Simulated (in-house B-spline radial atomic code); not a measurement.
# In¹⁴⁺: Hartree-Fock with and without relativity

How do the shells of In¹⁴⁺ move when the Schrödinger Hamiltonian gives way to Dirac's?

Program: in-house B-spline radial atomic code version 1. Level of theory: Hartree-Fock averaged over the configuration, non-relativistic (point nucleus) and Dirac-Coulomb (finite nucleus); spherical all-electron atom at the radial basis limit. These are calculated values, not measurements, unless marked.

## Step 1: Starting point

| Property | Result |
| --- | --- |
| element | indium (Z = 49) |
| charge | +14 |
| electrons | 35 |
| configuration | [Ar] 3d10 4s2 4p5 |
| nucleus | point (non-relativistic run); Fermi, rms radius 4.616 fm (Dirac runs) |

Outer shells as boxes (Hund's rule):

[Ar] 3d10 4s2 4p5
```
[Ar] core
3d [↑↓][↑↓][↑↓][↑↓][↑↓]
4s [↑↓]
4p [↑↓][↑↓][↑ ]
```

The boxes draw the filling by Hund's rule, which heavy ions in jj coupling don't follow; these runs average over all states of the configuration.

## Step 2: Non-relativistic run

Settings of the run:

```ini
Z = 49
electrons = 35.0
configuration = [Ar] 3d10 4s2 4p5
hamiltonian = nr
method = hf
spin_polarised = False
```

## Step 3: Dirac-Coulomb run

Settings of the run:

```ini
Z = 49
electrons = 35.0
configuration = [Ar] 3d10 4s2 4p5
hamiltonian = dirac
method = hf
spin_polarised = False
nucleus = fermi
rms_radius = 4.6156
mass_number = 115
atomic_mass = 114.903878772
speed_of_light = 137.035999084
```

## Step 4: Dirac-Coulomb run in the lowest jj configuration, 1s2 2s2 2p6 3s2 3p6 3d10 4s2 4p-2 4p+3

In configurations, a minus sign after the shell means j = l − 1/2 and a plus sign j = l + 1/2; the count of electrons follows.

The settings differ from step 3 so:

```diff
@@ -2,3 +2,3 @@
 electrons = 35.0
-configuration = [Ar] 3d10 4s2 4p5
+configuration = 1s2 2s2 2p6 3s2 3p6 3d10 4s2 4p-2 4p+3
 hamiltonian = dirac
```

**Question.** How much does each shell's level and mean radius change with the Dirac Hamiltonian, and the total energy?

The runs gave:

Levels and radii; the Dirac values are averaged over j with the occupations as weights.

| shell | ε non-rel. (eV) | ε Dirac (eV) | <r> non-rel. (bohr) | <r> Dirac (bohr) | change of <r> (%) |
| --- | --- | --- | --- | --- | --- |
| 1s | -27483.5 | -28435.1 | 0.03105 | 0.02971 | -4.32 |
| 2s | -4396.73 | -4629.53 | 0.1340 | 0.1279 | -4.62 |
| 2p | -4118.89 | -4186.31 | 0.1146 | 0.1120 | -2.30 |
| 3s | -1125.13 | -1174.48 | 0.3571 | 0.3444 | -3.56 |
| 3p | -1009.70 | -1024.85 | 0.3489 | 0.3430 | -1.69 |
| 3d | -798.63 | -791.97 | 0.3201 | 0.3201 | -0.01 |
| 4s | -413.00 | -424.81 | 0.8010 | 0.7798 | -2.64 |
| 4p | -368.62 | -372.12 | 0.8244 | 0.8150 | -1.14 |

**Reading.** Relativity and the finite nucleus together change the total energy by -140.51 hartree (-2.5 %). The first-order mass-velocity and Darwin terms of the non-relativistic run add up to -129.39 hartree, 92 % of it. The strongest contraction, averaged over j, is that of 2s (-4.62 %). Spin-orbit coupling splits the 4p level by 8.965 eV and the 2p level by 211.95 eV. The lowest jj configuration lies 2.902 eV below the average over the whole configuration. Breit terms add 4.08 hartree and QED terms 2.72 hartree.
